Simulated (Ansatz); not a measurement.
# C2H10N2Sn: basis-set convergence

One table from this session's results is given with a row withheld; the runs are named, their logs left out.

Method: one geometry, several basis sets; program: Ansatz 0.2.0, Gaussian basis.

Levels to be run: PBE0-D4/def2-SVP; ωB97M-V/def2-SVP; PBE0-D4/def2-QZVPP; ωB97M-V/def2-QZVPP; the functionals' def2-TZVPP values are taken from earlier runs.

## The geometry

An earlier PBE0-D4 in a triple-zeta def2 set relaxation fixed the geometry. Sn takes the def2 core potential; no spin-orbit term is included.

SMILES `C[NH][SnH2][NH]C`, 15 atoms, charge 0, spin multiplicity 1.

Atoms are counted from 1 here; the program's logs count them from 0.

Bond lengths: C1–N2 1.450 Å, C1–H6 1.095 Å, C1–H7 1.095 Å, C1–H8 1.100 Å, N2–Sn3 2.029 Å, N2–H9 1.011 Å, Sn3–N4 2.029 Å, Sn3–H10 1.704 Å, Sn3–H11 1.704 Å, N4–C5 1.450 Å, N4–H12 1.011 Å, C5–H13 1.095 Å, C5–H14 1.095 Å, C5–H15 1.100 Å. Angles: N2–C1–H6 110.6°, N2–C1–H7 109.7°, N2–C1–H8 115.0°, H6–C1–H7 106.5°, H6–C1–H8 107.5°, H7–C1–H8 107.1°, C1–N2–Sn3 119.4°, C1–N2–H9 111.5°, Sn3–N2–H9 113.5°, N2–Sn3–N4 114.7°, N2–Sn3–H10 106.9°, N2–Sn3–H11 105.8°, N4–Sn3–H10 105.8°, N4–Sn3–H11 107.0°, H10–Sn3–H11 117.0°, Sn3–N4–C5 119.4°, Sn3–N4–H12 113.5°, C5–N4–H12 111.5° and more.

Set-up of the first run:

Contents of in.yaml:

```yaml
crystal:
  periodic: [false, false, false]
  atoms:
    - {symbol: C, position_ang: [-1.769902, 1.137469, 0.874944]}
    - {symbol: N, position_ang: [-0.346318, 1.378360, 1.005604]}
    - {symbol: Sn, position_ang: [0.928029, -0.199047, 1.078501]}
    - {symbol: N, position_ang: [0.784849, -1.478179, -0.490198]}
    - {symbol: C, position_ang: [0.931131, -0.968243, -1.839362]}
    - {symbol: H, position_ang: [-2.335479, 2.054588, 1.071699]}
    - {symbol: H, position_ang: [-2.090614, 0.407024, 1.624332]}
    - {symbol: H, position_ang: [-2.088603, 0.756128, -0.106701]}
    - {symbol: H, position_ang: [-0.037813, 2.117315, 0.389220]}
    - {symbol: H, position_ang: [0.513301, -1.108797, 2.457970]}
    - {symbol: H, position_ang: [2.495224, 0.467779, 1.034565]}
    - {symbol: H, position_ang: [0.005905, -2.117940, -0.418694]}
    - {symbol: H, position_ang: [1.839618, -0.361656, -1.907835]}
    - {symbol: H, position_ang: [1.051821, -1.791681, -2.551453]}
    - {symbol: H, position_ang: [0.097051, -0.344020, -2.193293]}
basis:
  gaussian: {orbitals: def2-SVP}
hamiltonian: {xc: pbe0, dispersion: d4}
output: {orbitals: {seedname: orbitals}}
```

Run with:

```sh
> ansatz run in.yaml --threads 4 --pin off --events-out ev --progress --plain --max-ram 11315MiB
```

Steps of the session up to this table: PBE0-D4 in def2-SVP; ωB97M-V in def2-SVP; PBE0-D4 in def2-QZVPP; ωB97M-V in def2-QZVPP.

One table of the session follows, with a row left open; its other results are not shown here.

It belongs to the step «Functionals by basis». 

| functional | basis | HOMO (eV) | LUMO (eV) |
| --- | --- | --- | --- |
| PBE0-D4 | def2-SVP | -5.94 | 0.67 |
| PBE0-D4 | def2-TZVPP | -6.14 | 0.21 |
| PBE0-D4 | def2-QZVPP | -6.18 | 0.04 |
| ωB97M-V | def2-SVP | -8.23 | 2.40 |
| ωB97M-V | def2-TZVPP | -8.45 | 1.66 |
| ωB97M-V | def2-QZVPP | ? | ? |

Estimate the missing values for ωB97M-V, def2-QZVPP.

As computed: HOMO (eV): -8.49; LUMO (eV): 1.28. In the column «HOMO (eV)» it is the lowest.
